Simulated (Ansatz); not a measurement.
**SnH₂+ (doublet): the correlation ladder at scale of all distances = 1.108, def2-TZVP**

Aim: climb from Hartree-Fock through coupled cluster and multireference methods for SnH₂+ (doublet) at one geometry and basis, and see what each rung misses.

Method: def2-TZVP, core rule «outside noble gas», up to 9 orbitals frozen; program: Ansatz 0.2.0, Gaussian basis.

To be run: UHF; CCSD(T) on ROHF; CCSD(T) on UHF; BCCD(T) on ROHF; CISD; CCSDT(Q) on ROHF; CCSDT(Q) on UHF; CASSCF and MRCISD+Q, 3 electrons in 3 orbitals; CASSCF and NEVPT2, 3 electrons in 3 orbitals; CASSCF and MRCISD+Q, 5 electrons in 6 orbitals; CASSCF and NEVPT2, 5 electrons in 6 orbitals; Full CI.

9 further runs of the same task are left out: 7 that didn't finish, 2 set aside as unsound or not needed.

## 1. The system

The geometry derives from a PBE0/def2-TZVP stationary point (not a proven minimum). All distances are scaled together. No spin-orbit coupling is included. Elements past krypton take def2 core potentials.

3 atoms, charge 1, spin multiplicity 2.

Atoms are counted from 1 here; the program's logs count them from 0.

Bond lengths: Sn1–H2 1.834 Å, Sn1–H3 1.834 Å. Angles: H2–Sn1–H3 180.0°.

## 2. UHF

Contents of in.yaml:

```yaml
crystal:
  periodic: [false, false, false]
  atoms:
    - {symbol: Sn, position_ang: [0.000000, 0.000000, 0.000000]}
    - {symbol: H, position_ang: [0.000000, 0.000000, -1.834183]}
    - {symbol: H, position_ang: [0.000000, 0.000000, 1.834183]}
basis:
  gaussian: {orbitals: def2-TZVP}
total_charge: 1
magnetization: {spin_polarized: true, initial_magnetization: 1}
hamiltonian: {xc: hf}
output: {orbitals: {seedname: orbitals}}
```

Run with:

```bash
$ ansatz run in.yaml --threads 1 --pin off --events-out ev --progress --plain --max-ram 2393MiB
```

The runs that follow: CCSD(T) on ROHF; CCSD(T) on UHF; BCCD(T) on ROHF; CISD; CCSDT(Q) on ROHF; CCSDT(Q) on UHF; CASSCF and MRCISD+Q, 3 electrons in 3 orbitals; CASSCF and NEVPT2, 3 electrons in 3 orbitals; CASSCF and MRCISD+Q, 5 electrons in 6 orbitals; CASSCF and NEVPT2, 5 electrons in 6 orbitals; Full CI.

Before running them: what should the planned runs give, taken together? Wanted: FCI below the RHF energy; RMP2 from FCI; UMP2 from FCI; RCCSD from FCI; RCCSD(T) from FCI; UCCSD(T) from FCI; RCCSDT(Q) from FCI; UCCSDT(Q) from FCI; NEVPT2 pair from FCI.

As calculated:

| quantity | value |
| --- | --- |
| FCI below the RHF energy | -2.6936 eV |
| RMP2 from FCI | +717.8 meV |
| UMP2 from FCI | +722.9 meV |
| RCCSD from FCI | +87.2 meV |
| RCCSD(T) from FCI | +19.9 meV |
| UCCSD(T) from FCI | +10.3 meV |
| RCCSDT(Q) from FCI | -0.5 meV |
| UCCSDT(Q) from FCI | -9.7 meV |
| NEVPT2 pair from FCI | +581.1 meV |
| MRCISD+Q pair from FCI | -12.2 meV |
| NEVPT2 valence from FCI | +319.3 meV |
| levels within 1 kcal/mol (43 meV) | RCCSD(T), UCCSD(T), BCCD(T), RCCSDT, UCCSDT, RCCSDT(Q), UCCSDT(Q), MRCISD+Q pair, MRCISD valence, MRCISD+Q valence |
| T1 diagnostic | 0.027 |
| effectively unpaired electrons | 1.10 |

What this shows: RCCSD(T) lands +19.9 meV from the yardstick (0.7 % of the correlation energy). UCCSDT, UCCSDT(Q), MRCISD+Q pair fall below full CI: unrestricted runs freeze a spin-polarised core, another one than full CI's, and coupled cluster isn't variational. One determinant dominates. Of the multireference levels listed MRCISD+Q valence comes nearest in total energy (+0.6 meV), which doesn't show that its space is the better one. Coupled cluster took another determinant than the lowest Hartree-Fock one. These misses are within one basis, not against nature; the frozen cores of restricted and unrestricted runs differ, which can shift their rows.
